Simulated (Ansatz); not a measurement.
**H₆InNO₃: a ladder of functionals and wavefunction methods**

How much do the methods differ for H₆InNO₃? The plan is to run it at one geometry with functionals of several rungs and with coupled cluster, and see how far each lands from CCSD(T) at the basis-set limit for the atomisation energy.

The runs use Ansatz 0.2.0, Gaussian basis; functionals in def2-TZVPP, the program's frozen cores in correlated methods.

Plan: LDA (SPW92), PBE-D4, revPBE-D4, BLYP-D4, r2SCAN-D4, B97M-V, PBE0-D4, B3LYP-D4, r2SCANh-D4, r2SCAN0-D4, HSE06-D4, BHLYP-D4, CAM-B3LYP-D4, LC-ωPBE, ωB97X-V, ωB97M-V, B2PLYP, PBE-QIDH; CCSD(T)/def2-SVP; CCSD(T)/def2-TZVPP; MP2/def2-QZVPP; extrapolation to the limit; RPA on PBE.

1 further run of the same task is left out (for a known fault of the program).

### 1 The relaxed structure

The geometry comes from an earlier relaxation with PBE0-D4 in a triple-zeta def2 set; it is a stationary point, not always the lowest conformer. In takes the def2 core potential; no spin-orbit term is included.

SMILES `[NH3+][In-]([OH])([OH])[OH]`, 11 atoms, charge 0, spin multiplicity 1.

Atoms are counted from 1 here; the program's logs count them from 0.

Bond lengths: N1–In2 2.302 Å, N1–H6 1.014 Å, N1–H7 1.014 Å, N1–H8 1.014 Å, In2–O3 2.001 Å, In2–O4 2.001 Å, In2–O5 2.001 Å, O3–H9 0.959 Å, O4–H10 0.959 Å, O5–H11 0.959 Å. Angles: In2–N1–H6 109.9°, In2–N1–H7 110.0°, In2–N1–H8 110.0°, H6–N1–H7 109.0°, H6–N1–H8 109.0°, H7–N1–H8 109.0°, N1–In2–O3 96.2°, N1–In2–O4 96.1°, N1–In2–O5 96.3°, O3–In2–O4 118.8°, O3–In2–O5 118.8°, O4–In2–O5 118.9°, In2–O3–H9 112.3°, In2–O4–H10 112.3°, In2–O5–H11 112.3°.

### 2 LDA

This LDA is Slater exchange with PW92 correlation.

in.yaml

```yaml
crystal:
  periodic: [false, false, false]
  atoms:
    - {symbol: N, position_ang: [-1.411114, 0.564871, 0.533380]}
    - {symbol: In, position_ang: [0.605718, -0.247452, -0.223631]}
    - {symbol: O, position_ang: [1.189740, -1.039071, 1.519284]}
    - {symbol: O, position_ang: [1.353949, 1.524075, -0.778198]}
    - {symbol: O, position_ang: [-0.157041, -1.455495, -1.625061]}
    - {symbol: H, position_ang: [-1.435765, 1.573481, 0.433404]}
    - {symbol: H, position_ang: [-1.535250, 0.327053, 1.511075]}
    - {symbol: H, position_ang: [-2.170737, 0.161449, -0.003345]}
    - {symbol: H, position_ang: [2.003689, -0.647349, 1.842416]}
    - {symbol: H, position_ang: [1.555420, 1.557289, -1.715569]}
    - {symbol: H, position_ang: [0.066793, -2.375950, -1.473253]}
basis:
  gaussian: {orbitals: def2-TZVPP}
hamiltonian: {xc: lda}
output: {orbitals: {seedname: orbitals}}
```

Launch:

```bash
ansatz run in.yaml --threads 4 --pin off --events-out ev --progress --plain --max-ram 10444MiB
```

The runs that follow: PBE-D4 (GGA); revPBE-D4 (GGA); BLYP-D4 (GGA); r2SCAN-D4 (meta-GGA); B97M-V (meta-GGA); PBE0-D4 (hybrid); B3LYP-D4 (hybrid); r2SCANh-D4 (hybrid); r2SCAN0-D4 (hybrid); HSE06-D4 (hybrid); BHLYP-D4 (hybrid); CAM-B3LYP-D4 (range-separated); LC-ωPBE (range-separated); ωB97X-V (range-separated); ωB97M-V (range-separated); B2PLYP (double hybrid); PBE-QIDH (double hybrid); CCSD(T) in def2-SVP; CCSD(T) in def2-TZVPP; MP2 in def2-QZVPP; RPA on PBE orbitals.

**Question.** What will the summary of the whole plan be? Wanted: atomisation energy, CCSD(T)/CBS; farthest beyond LDA; mean size of error, GGA; mean size of error, meta-GGA; mean size of error, hybrid; mean size of error, range-separated; mean size of error, double hybrid; gap, smallest and largest; T1 diagnostic.

**Answer**, as computed:

| quantity | value |
| --- | --- |
| atomisation energy, CCSD(T)/CBS | 38.277 eV |
| functionals within 0.383 eV (1.0 %) | PBE-D4 |
| farthest beyond LDA | BHLYP-D4 (-2.635 eV) |
| mean size of error, GGA | 0.601 eV |
| mean size of error, meta-GGA | 0.761 eV |
| mean size of error, hybrid | 1.489 eV |
| mean size of error, range-separated | 0.534 eV |
| mean size of error, double hybrid | 1.235 eV |
| gap, smallest and largest | 4.27 eV (BLYP-D4), 12.03 eV (LC-ωPBE) |
| T1 diagnostic | 0.0147 |
| triples share of the correlation energy | 3.4 % |

LDA overbinds by 5.719 eV (15 %). PBE-D4 misses by +0.068 eV. Double hybrids carry the basis error of their MP2 part in triple zeta, and no dispersion term here, so their miss is partly the set-up's. By mean error the best rung here is range-separated (0.534 eV) and the worst beyond LDA is hybrid (1.489 eV). double hybrid functionals lie within the reference's doubt of that worst mean (1.235 eV), so those two tie. The gap between the best rungs is small, so their order is not settled. The mean of the hybrids holds BHLYP, with half exact exchange. Misses under about 0.383 eV are within the doubt on the reference itself, which lacks core-valence correlation, spin-orbit coupling and higher excitations, and its outer-core shells are covered unevenly. All levels share the lack of spin-orbit coupling, which lowers the free heavy atoms and so the true binding. Hartree-Fock recovers 63 % of the binding; the rest is correlation. CCSD(T) in def2-SVP is off by -3.648 eV, so the small basis spoils what the method gains. Orbital gaps span 4.3 to 12.0 eV; exact exchange widens them. Correlated methods include outer-core shells of In, which these sets cover unevenly.
